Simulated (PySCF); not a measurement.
# CH2FNSi (SMILES FC1=N[SiH2]1): levels of theory compared

Aim: a comparison of 5 runs (HF/def2-SVP, B3LYP/6-31G*, TPSS/def2-SVP, B3LYP/pcseg-2, MP2/6-311+G**) of CH2FNSi. The job is set up through a Python script.

The results are computed with PySCF 2.14.0.

### 1 The system as given

The species is CH2FNSi (6 atoms), meant as a singlet with charge 0. SMILES: `FC1=N[SiH2]1`. The coordinates come from a PBE0-D4/def2-TZVP relaxation.

Bond lengths: F1–C2 1.313 Å, C2–N3 1.261 Å, C2–Si4 1.766 Å, N3–Si4 1.801 Å, Si4–H5 1.477 Å, Si4–H6 1.477 Å. Angles: F1–C2–N3 128.8°, F1–C2–Si4 160.4°, N3–C2–Si4 70.8°, C2–N3–Si4 67.8°, C2–Si4–N3 41.4°, C2–Si4–H5 122.2°, C2–Si4–H6 122.2°, N3–Si4–H5 118.8°, N3–Si4–H6 118.8°, H5–Si4–H6 113.7°.

### 2 Energy and gradient at HF/def2-SVP (run 1)

job.py

```python
import pyscf.grad
from pyscf import gto

molecule = gto.Mole()
molecule.atom = '''
F      2.689269    -3.039247     1.609102
C      0.969430    -1.540883     0.630413
N     -1.179378    -2.099297    -0.235271
Si    -0.537438     1.237015    -0.442007
H      0.003213     2.349685    -2.943248
H     -1.865727     2.971972     1.293707
'''
molecule.spin = 0
molecule.unit = 'bohr'
molecule.charge = 0
molecule.basis = 'def2-svp'
molecule.max_memory = 1860
molecule.verbose = 4
molecule.build()

myscf = molecule.RHF()
myscf.conv_tol = 1e-10
myscf.kernel()
if not myscf.converged:
    myscf = myscf.newton().run(myscf.mo_coeff, myscf.mo_occ)

e_tot = myscf.e_tot
print('E(%s) = %.9f' % ('HF', e_tot))
grad = myscf.Gradients().kernel()
myscf.analyze()
```

Command:

```
$ OMP_NUM_THREADS=1 python job.py
```

The program printed:

```text
PySCF version 2.14.0

[... 84 lines left out ...]
DFT Exchange-Correlation Energy =      -42.917477489569876
[... 11 lines left out ...]
MO #10  energy= -1.25134161183687  occ= 2
[... 9 lines left out ...]
MO #20  energy= 0.0929431352355516 occ= 0
[... 9 lines left out ...]
MO #30  energy= 0.606041843494674  occ= 0
[... 9 lines left out ...]
MO #40  energy= 1.04347815765856   occ= 0
[... 9 lines left out ...]
MO #50  energy= 1.78711079503434   occ= 0
[... 9 lines left out ...]
MO #60  energy= 2.50734609643837   occ= 0
[... 9 lines left out ...]
MO #70  energy= 4.30116880021114   occ= 0
[... 79 lines left out ...]
Dipole moment(X, Y, Z, Debye):  0.03711,  3.40993, -0.48431
```

Wall time 13 s (1 thread of Intel Xeon at 2.50GHz (Skylake/Cascade Lake), shared host); peak memory 0.14 GiB.

### 3 Energy and forces at B3LYP/6-31G(d) (Cartesian functions) (run 2)

input.py

```python
# FC1=N[SiH2]1
import pyscf.grad
from pyscf import gto, dft

molecule = gto.Mole()
molecule.atom = [
    ('F', (1.423100, -1.608300, 0.851500)),
    ('C', (0.513000, -0.815400, 0.333600)),
    ('N', (-0.624100, -1.110900, -0.124500)),
    ('Si', (-0.284400, 0.654600, -0.233900)),
    ('H', (0.001700, 1.243400, -1.557500)),
    ('H', (-0.987300, 1.572700, 0.684600)),
]
molecule.basis = '6-31g*'
molecule.charge = 0
molecule.verbose = 4
molecule.max_memory = 1860
molecule.cart = True
molecule.build()

ks = dft.RKS(molecule)
ks.xc = 'b3lyp'
ks.conv_tol = 1e-10
ks.grids.level = 5
ks.kernel()
if not ks.converged:
    ks = ks.newton().run(ks.mo_coeff, ks.mo_occ)

energy = ks.e_tot
print('E = %.10f Eh' % energy)
grad = ks.Gradients().kernel()
ks.analyze()
```

Command:

```
$ OMP_NUM_THREADS=1 python input.py
```

The program printed:

```text
PySCF version 2.14.0

[... 94 lines left out ...]
Nuclear Repulsion Energy =             147.154559426595995
[... 10 lines left out ...]
MO #5   energy= -5.32547774012611  occ= 2
[... 8 lines left out ...]
MO #14  energy= -0.480188986981259 occ= 2
[... 8 lines left out ...]
MO #23  energy= 0.0547456089324312 occ= 0
[... 8 lines left out ...]
MO #32  energy= 0.532672346917265  occ= 0
[... 8 lines left out ...]
MO #41  energy= 0.885960398250158  occ= 0
[... 8 lines left out ...]
MO #50  energy= 1.55728886971822   occ= 0
[... 8 lines left out ...]
MO #59  energy= 2.31227000357524   occ= 0
[... 8 lines left out ...]
MO #68  energy= 4.93200860978053   occ= 0
[... 77 lines left out ...]
Dipole moment(X, Y, Z, Debye):  0.26081,  2.47358, -0.24816
```

Wall time 51 s (1 thread of Intel Xeon at 2.50GHz (Skylake/Cascade Lake), shared host); peak memory 0.66 GiB.

### 4 Energy and gradient at TPSS/def2-SVP (run 3)

start.xyz

```xyz
6

F      1.423100    -1.608300     0.851500
C      0.513000    -0.815400     0.333600
N     -0.624100    -1.110900    -0.124500
Si    -0.284400     0.654600    -0.233900
H      0.001700     1.243400    -1.557500
H     -0.987300     1.572700     0.684600
```

calc.py

```python
# FC1=N[SiH2]1
import pyscf.grad
from pyscf import gto, dft

system = gto.M(
    atom='start.xyz',
    max_memory=1860,
    basis='def2-svp',
    verbose=3,
    charge=0,
)

mf = dft.RKS(system)
mf.xc = 'tpss'
mf.grids.level = 5
mf.conv_tol = 1e-10
mf.kernel()
if not mf.converged:
    mf = mf.newton().run(mf.mo_coeff, mf.mo_occ)

etot = mf.e_tot
print('E = %.10f Eh' % etot)
grad = mf.Gradients().kernel()
mf.analyze()
```

Command:

```
$ OMP_NUM_THREADS=1 python calc.py
```

The program printed:

```text
converged SCF energy = -483.141081615786
[... 17 lines left out ...]
MO #7   energy= -3.53584074540391  occ= 2
[... 8 lines left out ...]
MO #16  energy= -0.364162596830707 occ= 2
[... 8 lines left out ...]
MO #25  energy= 0.10730567825592   occ= 0
[... 8 lines left out ...]
MO #34  energy= 0.491746406773686  occ= 0
[... 8 lines left out ...]
MO #43  energy= 0.873793418289066  occ= 0
[... 8 lines left out ...]
MO #52  energy= 1.55651678307959   occ= 0
[... 8 lines left out ...]
MO #61  energy= 2.29625745189449   occ= 0
[... 8 lines left out ...]
MO #70  energy= 3.81573582833723   occ= 0
[... 7 lines left out ...]
Dipole moment(X, Y, Z, Debye):  0.22117,  2.26678, -0.23527
```

Run time: 70 s. Hardware: 1 thread of Intel Xeon at 2.50GHz (Skylake/Cascade Lake), shared host; peak memory 0.69 GiB.

Run 4 isn't shown in full; the table further down has it.

### 5 Energy and forces at MP2/6-311+G(d,p) (run 5)

input.py

```python
import pyscf.grad
from pyscf import gto, scf, mp

system = gto.M(
    atom=[
    ('F', (1.423100, -1.608300, 0.851500)),
    ('C', (0.513000, -0.815400, 0.333600)),
    ('N', (-0.624100, -1.110900, -0.124500)),
    ('Si', (-0.284400, 0.654600, -0.233900)),
    ('H', (0.001700, 1.243400, -1.557500)),
    ('H', (-0.987300, 1.572700, 0.684600)),
],
    max_memory=1860,
    spin=0,
    charge=0,
    verbose=3,
    basis='6-311+g**',
)

mf = scf.RHF(system)
mf.conv_tol = 1e-10
mf.kernel()
if not mf.converged:
    mf = mf.newton().run(mf.mo_coeff, mf.mo_occ)

pt = mp.MP2(mf, frozen=8).run()
e_final = pt.e_tot
print(f'total energy: {e_final:.8f} hartree')
grad = pt.Gradients().kernel()
mf.analyze()
```

Command:

```
$ OMP_NUM_THREADS=1 python input.py
```

The program printed:

```text
converged SCF energy = -481.841772592869
[... 16 lines left out ...]
MO #4   energy= -11.3666960583204  occ= 2
[... 12 lines left out ...]
MO #17  energy= -0.533615151099468 occ= 2
[... 12 lines left out ...]
MO #30  energy= 0.192891839669591  occ= 0
[... 12 lines left out ...]
MO #43  energy= 0.486566150016244  occ= 0
[... 12 lines left out ...]
MO #56  energy= 1.04474128670243   occ= 0
[... 12 lines left out ...]
MO #69  energy= 1.64423833615186   occ= 0
[... 12 lines left out ...]
MO #82  energy= 2.75653314195474   occ= 0
[... 12 lines left out ...]
MO #95  energy= 4.57577436792056   occ= 0
[... 12 lines left out ...]
MO #108 energy= 143.992523660176   occ= 0
[... 7 lines left out ...]
Dipole moment(X, Y, Z, Debye): -0.02439,  3.68281, -0.55150
```

Wall time 77 s (1 thread of Intel Xeon at 2.50GHz (Skylake/Cascade Lake), shared host); peak memory 1.3 GiB.

### 6 Overview of the runs

| run | level | Cartesian functions | integration grid | energy (Eh) | dipole moment (D) of the reference | HOMO energy (eV) | LUMO energy (eV) | wall time |
| --- | --- | --- | --- | --- | --- | --- | --- | --- |
| 1 | HF/def2-SVP | no | – | -481.534948 | 3.44 | -10.69 | 2.53 | 13 s |
| 2 | B3LYP/6-31G* (Cartesian functions) | yes | 5 | -483.324809 | 2.50 | -7.10 | -0.94 | 51 s |
| 3 | TPSS/def2-SVP | no | 5 | -483.141082 | 2.29 | -6.21 | -1.45 | 70 s |
| 4 | B3LYP/pcseg-2 | no | 5 | -483.450650 | 2.91 | -7.38 | -1.40 | 3.8 min |
| 5 | MP2/6-311+G** | no | – | -482.448452 | 3.72 | -10.72 | 1.14 | 77 s |

### 7 Outcome

| quantity | value |
| --- | --- |
| run 5: total energy | -482.44845 Eh |
| run 5: dipole moment (Hartree–Fock density) | 3.72 D |
| run 5: HOMO energy (Hartree–Fock orbitals) | -10.72 eV |
| run 5: LUMO energy (Hartree–Fock orbitals) | 1.14 eV |
| run 5: HOMO–LUMO gap (Hartree–Fock orbitals) | 11.86 eV |
| run 5: correlation energy (8 core orbitals frozen) | -606.7 mEh |
| run 5: largest force on an atom | 1.337 eV/Å |

What this shows: Over runs 1, 2, 3, 4 the dipole moment (its size) runs from 2.29 D (TPSS/def2-SVP) to 3.44 D (HF/def2-SVP). Over runs 1, 2, 3, 4 the HOMO–LUMO gap runs from 4.76 eV (TPSS/def2-SVP) to 13.21 eV (HF/def2-SVP). Exact exchange widens orbital gaps. Totals of different functionals can't be ranked against each other. All runs together took 7.3 min, the longest 3.8 min.
